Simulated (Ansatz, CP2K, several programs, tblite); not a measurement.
Energy against volume for Ga4PN3 as one 8-atom ordering (I-42m) on the zincblende lattice, at fixed shape and fractional coordinates, computed by several methods (PBE and r2SCAN, where shown, with plane waves in Ansatz); the cell shown is that of r2SCAN. With free coordinates or axes held, a curve is too stiff, and on another method's shape its minimum isn't the method's own volume. Space group I-42m (No. 121), tetragonal; a = 4.759 Å, c = 9.384 Å in the conventional setting, 13.29 Å³ an atom. N is surrounded by 4 Ga at 2.01 Å; Ga is surrounded by 3 N at 1.97–2.01 Å and 1 P at 2.25 Å; N is surrounded by 4 Ga at 1.97 Å; P is surrounded by 4 Ga at 2.25 Å. The calculation is spin-unpolarised, and the structure need not be a phase that has been made. Energies count from each curve's lowest point; fits are third-order Birch-Murnaghan.

```xyz
8
Lattice="-2.3797 2.3797 4.6919 2.3797 -2.3797 4.6919 2.3797 2.3797 -4.6919" Properties=species:S:1:pos:R:3 pbc="T T T"
N     2.3797    0.0000    2.3460
Ga   -1.0637    1.0637    5.9603
N     0.0000    0.0000    4.6919
Ga    1.3160    1.3160   -1.2684
N     0.0000    2.3797    2.3460
Ga    1.0637   -1.0637    5.9603
P     0.0000    0.0000    0.0000
Ga    1.0637    1.0637    3.4235
```

PBE/SZV (CP2K), on the shape of the cell shown:
```csv
V (Å³/atom),E (meV/atom)
11.691,278.55
12.489,123.25
13.286,34.64
14.083,0.00
14.880,2.09
```
The points scatter about a smooth fit, so no fit is quoted.

GFN2-xTB (tblite), on the shape of the cell shown, as a cluster of 64 atoms at the zone centre:
```csv
V (Å³/atom),E (meV/atom)
11.691,95.14
12.489,24.23
13.286,0.00
14.083,8.15
14.880,39.53
```
V₀ = 13.44 Å³ an atom and B₀ = 102 GPa.

PBE, on the shape of its own relaxed cell:
```tsv
V (Å³/atom)	E (meV/atom)
12.903	23.52
13.315	5.56
13.727	0.00
14.139	5.01
14.551	18.94
```
V₀ = 13.73 Å³ an atom and B₀ = 136 GPa.

light PBE (260 eV, its own mesh), on the shape of the cell shown:
```
V (Å³/atom)  E (meV/atom)
     12.223        101.18
     12.754         46.29
     13.286          0.16
     13.817          0.00
     14.349          5.62
     14.880         34.27
```
The points scatter about a smooth fit, as a low cutoff and a light mesh can make them, so no fit is quoted.

GFN1-xTB (tblite), on the shape of the cell shown, as a cluster of 64 atoms at the zone centre:
```csv
V (Å³/atom),E (meV/atom)
11.691,337.40
12.489,170.84
13.286,72.03
14.083,21.73
14.880,0.00
```
The lowest point is an end point, so the minimum isn't bracketed.
